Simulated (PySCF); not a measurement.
**Mn¹²⁺: dipole response in even-tempered 19s12p5d4f**

Aim: the static polarisability and the C₆ coefficient of Mn¹²⁺, method by method.

Method: unrestricted determinants in a Gaussian basis, no spin-orbit coupling in the energies. Code: PySCF 2.14.0.

## (1) The atom as given

```
Element     : manganese (Z = 25)
Basis       : an even-tempered Gaussian basis (19 s from 0.59 bohr⁻², ratio 2.5; 12 p from 0.76 bohr⁻², ratio 2.5; 5 d from 4.4 bohr⁻², ratio 2.7; 4 f from 6.6 bohr⁻², ratio 2.7)
Hamiltonian : scalar relativity by spin-free X2C-1e
State 1     : Mn¹²⁺: [Ne] 3s2 3p1, 2P determinant
Methods     : UHF, PBE0
```

Outer shells as boxes (Hund's rule):

Mn12+ [Ne] 3s2 3p1
```
[Ne] core
3s [↑↓]
3p [↑ ][  ][  ]
```

The runs were made by one driver on top of PySCF. The scripts below sum up each run's settings (the driver also hands on starting orbitals that pick excited configurations, and frozen orbitals as a list rather than a count), and the logs come from the driver's own runs. The driver starts from symmetry-adapted Hartree-Fock orbitals, holds the occupation by maximum overlap and uses a logarithmic radial grid for functionals, so a plain start would take other cycles.

The integrals over 108 functions and the set-up took 0.32 s of CPU time.

## (2) Mn¹²⁺, method by method

#### UHF

File input.py:

```python
from pyscf import gto, scf, dft, mp, cc
mol = gto.M(atom="Mn 0 0 0", charge=12, spin=1, symmetry="D2h",
            basis=gto.etbs([(0, 19, 0.59, 2.5), (1, 12, 0.76, 2.5), (2, 5, 4.4, 2.7), (3, 4, 6.6, 2.7)]),
            nucmod="G")
mf = scf.UHF(mol).sfx2c1e()
mf.irrep_nelec = {'Ag': (3, 3), 'B1u': (1, 1), 'B2u': (2, 1), 'B3u': (1, 1)}
mf.kernel()
```

Output:

```text
damping factor = 0
level_shift factor = 0
DIIS = <class 'pyscf.scf.diis.CDIIS'>
diis_start_cycle = 1
diis_space = 10
diis_damp = 0
SCF conv_tol = 1e-09
SCF conv_tol_grad = None
number electrons alpha = 7  beta = 6
cycle= 1 E= -1096.95109195219  delta_E= -0.0064  |g|= 0.0449  |ddm|= 0.0563
cycle= 2 E= -1096.95156989967  delta_E= -0.000478  |g|= 0.0132  |ddm|= 0.0148
cycle= 3 E= -1096.95161480203  delta_E= -4.49e-05  |g|= 0.000316  |ddm|= 0.00595
cycle= 4 E= -1096.9516148115  delta_E= -9.48e-09  |g|= 1.89e-05  |ddm|= 7.26e-05
cycle= 5 E= -1096.95161481156  delta_E= -5.93e-11  |g|= 2.98e-06  |ddm|= 5.25e-06
converged SCF energy = -1096.95161481156  <S^2> = 0.75347867  2S+1 = 2.0034756
```

CPU time 19 s on a shared host, the integrals not counted.

The occupied shells:

| shell | electrons | mean orbital energy (eV) | spread (eV) | rms radius (bohr) |
| --- | --- | --- | --- | --- |
| 1s α | 1 | -6947.2 | 0 | 0.0703 |
| 1s β | 1 | -6945.8 | 0 | 0.0703 |
| 2s α | 1 | -1137.6 | 0 | 0.298 |
| 2s β | 1 | -1136.6 | 0 | 0.298 |
| 2p α | 3 | -1012.5 | 1.951 | 0.269 |
| 2p β | 3 | -1010.5 | 2.411 | 0.269 |
| 3s α | 1 | -375.33 | 0 | 0.783 |
| 3s β | 1 | -367.86 | 0 | 0.783 |
| 3p α | 1 | -341.84 | 0 | 0.785 |

⟨S²⟩ = 0.753, ⟨L²⟩ = 2.01.

The driver then solved the coupled dipole response at imaginary frequencies: mean α = 0.3771 bohr³ (xx, yy, zz: 0.4184, 0.2947, 0.4184), C₆ = 0.1890 au for a like pair.

#### PBE0

Changes to input.py:

```diff
@@ -4,3 +4,3 @@
             nucmod="G")
-mf = scf.UHF(mol).sfx2c1e()
+mf = dft.UKS(mol, xc="PBE0").sfx2c1e()
 mf.irrep_nelec = {'Ag': (3, 3), 'B1u': (1, 1), 'B2u': (2, 1), 'B3u': (1, 1)}
```

Output:

```text
damping factor = 0
level_shift factor = 0
DIIS = <class 'pyscf.scf.diis.CDIIS'>
diis_start_cycle = 1
diis_space = 10
diis_damp = 0
SCF conv_tol = 1e-09
SCF conv_tol_grad = None
number electrons alpha = 7  beta = 6
XC functionals = PBE0
    C. Adamo and V. Barone.,  J. Chem. Phys. 110, 6158 (1999)
    M. Ernzerhof and G. E. Scuseria.,  J. Chem. Phys. 110, 5029 (1999)
cycle= 1 E= -1097.33004035196  delta_E= -0.00764  |g|= 0.0203  |ddm|= 0.056
cycle= 2 E= -1097.3301063006  delta_E= -6.59e-05  |g|= 0.00293  |ddm|= 0.00654
cycle= 3 E= -1097.33010785575  delta_E= -1.56e-06  |g|= 0.000412  |ddm|= 0.00107
cycle= 4 E= -1097.33010786846  delta_E= -1.27e-08  |g|= 2.2e-05  |ddm|= 9.5e-05
cycle= 5 E= -1097.33010786849  delta_E= -2.71e-11  |g|= 2.43e-07  |ddm|= 4.66e-06
converged SCF energy = -1097.33010786849  <S^2> = 0.75149567  2S+1 = 2.0014951
```

CPU time 29 s on a shared host, the integrals not counted.

The driver then solved the coupled dipole response at imaginary frequencies: mean α = 0.3650 bohr³ (xx, yy, zz: 0.4067, 0.2817, 0.4067), C₆ = 0.1794 au for a like pair.

Radial density 4πr²ρ of Mn¹²⁺ at UHF:

| r (bohr) | density | spin density |
| --- | --- | --- |
| 0.00124 | 0.263 | 0.000 |
| 0.00208 | 0.673 | 0.000 |
| 0.00350 | 1.68 | 0.000 |
| 0.00589 | 3.99 | 0.000 |
| 0.00990 | 8.83 | 0.001 |
| 0.0167 | 17.2 | 0.003 |
| 0.0280 | 26.8 | 0.017 |
| 0.0471 | 29.7 | 0.079 |
| 0.0793 | 23.3 | 0.279 |
| 0.133 | 26.4 | 0.547 |
| 0.224 | 31.3 | 0.245 |
| 0.377 | 11.9 | 0.210 |
| 0.635 | 5.80 | 1.683 |
| 1.07 | 1.75 | 0.582 |
| 1.80 | 0.0145 | 0.006 |

## (3) The response side by side

Mn¹²⁺, in atomic units:

| method | mean α | C₆ (like pair) | S(−4) |
| --- | --- | --- | --- |
| UHF | 0.3771 | 0.1890 | 0.1554 |
| PBE0 | 0.3650 | 0.1794 | 0.1465 |

α(iu) at PBE0:

| u (hartree) | α(iu) (bohr³) |
| --- | --- |
| 0 | 0.3650 |
| 0.200 | 0.3593 |
| 0.400 | 0.3432 |
| 0.800 | 0.2930 |
| 1.20 | 0.2385 |
| 1.60 | 0.1923 |
| 2.00 | 0.1563 |
| 3.00 | 0.09987 |
| 4.00 | 0.07030 |
| 6.00 | 0.04259 |
| 10.0 | 0.02348 |

## (4) What came out

```
  quantity                                value
α of Mn¹²⁺  0.3650 (PBE0) to 0.3771 (UHF) bohr³
```

A single London oscillator with the computed α and C₆ of Mn¹²⁺ at UHF would have ω = 4 C₆ / (3 α²) = 1.77 hartree. All values hold for this basis alone; no basis-set limit was taken.
